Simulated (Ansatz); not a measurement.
**COSe: taking an electron away**

One table from this session's results is given with a row withheld; the runs are named, their logs left out.

The runs use Ansatz 0.2.0, Gaussian basis; unrestricted cation, the program's frozen cores in correlated methods.

Levels to be run: UKS PBE-D4/def2-TZVPP; UKS r2SCAN-D4/def2-TZVPP; UKS PBE0-D4/def2-TZVPP; UKS B3LYP-D4/def2-TZVPP; UKS wB97X-V/def2-TZVPP; UKS wB97M-V/def2-TZVPP; UKS B2PLYP/def2-TZVPP; UHF-CCSD(T)/def2-TZVPP; UHF-MP2/def2-QZVPP; extrapolation to the limit; then −ε(HOMO) from the neutral's earlier runs with LDA (SPW92), PBE-D4, revPBE-D4, BLYP-D4, r2SCAN-D4, B97M-V, PBE0-D4, B3LYP-D4, r2SCANh-D4, r2SCAN0-D4, HSE06-D4, BHLYP-D4, CAM-B3LYP-D4, LC-ωPBE, ωB97X-V, ωB97M-V.

**The relaxed structure**

The geometry comes from an earlier relaxation with PBE0-D4 in a triple-zeta def2 set; it is a stationary point.

SMILES `O=C=[Se]`, 3 atoms, charge 0, spin multiplicity 1.

Atoms are counted from 1 here; the program's logs count them from 0.

Bond lengths: O1–C2 1.149 Å, C2–Se3 1.707 Å. Angles: O1–C2–Se3 180.0°.

Set-up of the first run:

in.yaml reads:

```yaml
crystal:
  periodic: [false, false, false]
  atoms:
    - {symbol: O, position_ang: [-0.823629, 0.973286, -0.350914]}
    - {symbol: C, position_ang: [-0.117783, 0.116834, -0.052622]}
    - {symbol: Se, position_ang: [0.930412, -1.155020, 0.390336]}
basis:
  gaussian: {orbitals: def2-TZVPP}
total_charge: 1
magnetization: {spin_polarized: true, initial_magnetization: 1}
hamiltonian: {xc: pbe, dispersion: d4}
```

The run is started by

```console
ansatz run in.yaml --threads 4 --pin off --events-out ev --progress --plain --max-ram 10444MiB
```

Among the steps run: Cation, UKS PBE-D4/def2-TZVPP; Cation, UKS r2SCAN-D4/def2-TZVPP; Cation, UKS PBE0-D4/def2-TZVPP; Cation, UKS B3LYP-D4/def2-TZVPP; Cation, UKS wB97X-V/def2-TZVPP; Cation, UKS wB97M-V/def2-TZVPP; Cation, UKS B2PLYP (frozen core)/def2-TZVPP; Cation, UHF-CCSD(T)/def2-TZVPP; Cation, UHF-MP2/def2-QZVPP.

One table of the session follows, with a row left open; its other results are not shown here.

For comparison, −ε(HOMO) of the neutral from earlier runs:

```
  functional  −ε(HOMO) (eV)
 LDA (SPW92)           7.12
      PBE-D4              ?
   revPBE-D4           6.87
     BLYP-D4           6.76
   r2SCAN-D4           7.23
      B97M-V           7.19
     PBE0-D4           8.07
    B3LYP-D4           7.83
  r2SCANh-D4           7.64
  r2SCAN0-D4           8.27
    HSE06-D4           7.67
    BHLYP-D4           9.03
CAM-B3LYP-D4           9.30
     LC-ωPBE          10.59
     ωB97X-V          10.25
     ωB97M-V          10.12
```

**Question.** Estimate the row for PBE-D4.

The run gave: −ε(HOMO) (eV): 6.93. In the column «−ε(HOMO) (eV)» it lies between revPBE-D4 (6.87) and LDA (SPW92) (7.12).
